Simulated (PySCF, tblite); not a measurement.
# C₇H₁₀OSi: geometry, infrared bands and NMR shifts

What infrared bands and NMR shifts should C₇H₁₀OSi (`O=CC1=C[SiH2][C@H]2C[C@@H]1C2`) show?

Computed with tblite 0.8.0 and PySCF 2.14.0, with density-fitted response routines of our own, on a single molecule in the gas phase. Atoms are numbered from 0 throughout.

## (1) The molecule as given

19 atoms, charge 0, multiplicity 1; geometry from: force field or distance geometry start.

Bonds of the start (Å): O0–C1 1.24, C1–C2 1.47, C2–C3 1.36, C3–Si4 1.87, Si4–C5 2.02, C5–C6 1.57, C6–C7 1.58, C7–C8 1.57, C7–C2 1.51, C8–C5 1.57, C1–H9 1.10, C3–H10 1.07, Si4–H11 1.49, Si4–H12 1.49, C5–H13 1.08, C6–H14 1.09, C6–H15 1.08, C7–H16 1.09, C8–H17 1.10, C8–H18 1.10.

## (2) Relaxing the molecule with GFN2-xTB

The job: settings as JSON, then the geometry in Å.

```
{"job": {"kind": "relax", "xc": "GFN2-xTB", "basis": "xTB"}, "charge": 0, "multiplicity": 1}
O      3.441300     0.022800     0.042200
C      2.561300     0.885300     0.165000
C      1.123800     0.567800     0.109600
C      0.234200     1.591100     0.255400
Si    -1.605000     1.264100     0.196900
C     -1.504600    -0.725300    -0.142300
C     -0.439400    -1.001000    -1.255900
C      0.653000    -0.841900    -0.130400
C     -0.459900    -1.355700     0.847900
H      2.819500     1.937200     0.357800
H      0.518900     2.611200     0.436500
H     -2.227100     1.961600    -0.960000
H     -2.257400     1.559100     1.500200
H     -2.481300    -1.182900    -0.230000
H     -0.503600    -2.012000    -1.660900
H     -0.395200    -0.309600    -2.085600
H      1.483700    -1.543400    -0.237700
H     -0.531900    -2.452500     0.905600
H     -0.440000    -0.966600     1.878000
```

Started as:

```
$ OMP_NUM_THREADS=1 python probes_run.py task.json out
```

This one command runs all jobs of the session in turn.

**Question.** This job is followed by: GFN2-xTB harmonic vibrations, gas phase; GIAO PBE0/pcSseg-1 NMR shielding, non-relativistic, gas phase. Predict these results of the whole session: strongest single infrared mode (GFN2-xTB); zero-point energy (GFN2-xTB); 13C shifts against TMS (PBE0/pcSseg-1, means over atoms taken as alike); 1H shifts against TMS (PBE0/pcSseg-1, means over atoms taken as alike); 17O shifts against H2O (PBE0/pcSseg-1); 29Si shifts against TMS (PBE0/pcSseg-1).

**Answer**, as computed:

| quantity | value |
| --- | --- |
| strongest single infrared mode (GFN2-xTB) | 2249 cm⁻¹, 454 km/mol |
| zero-point energy (GFN2-xTB) | 92.1 kcal/mol |
| 13C shifts against TMS (PBE0/pcSseg-1, means over atoms taken as alike) | 195.7, 177.9, 147.7, 35.8, 31.3, 17.3 ppm |
| 1H shifts against TMS (PBE0/pcSseg-1, means over atoms taken as alike) | 9.63, 6.90, 4.70, 3.48, 2.72, 1.92, 1.51 ppm |
| 17O shifts against H2O (PBE0/pcSseg-1) | 675.9 ppm |
| 29Si shifts against TMS (PBE0/pcSseg-1) | -43.1 ppm |

In words: The optimisation took 31 steps and gained 0.395 eV; among the close pairs (by a distance rule), Si4–C5 changed most, from 2.021 to 1.898 Å. No mode is imaginary among the 51: a minimum at this level. GFN2-xTB is a fitted tight-binding method: band positions and strengths are rough. Its intensities can rank the bands wrongly. The most deshielded carbon is C1 (aldehyde carbonyl carbon), at 195.7 ppm: low-lying n→π* states of the double bond to the heteroatom give a large paramagnetic term (-251 ppm). H9 (hydrogen on an aldehyde carbonyl carbon) lies farthest downfield among hydrogen, at 9.63 ppm; deshielded by the polar, anisotropic C=O bond. At PBE0/pcSseg-1: The widest tensor belongs to O0: span 1345 ppm, with a paramagnetic part of -739 ppm.
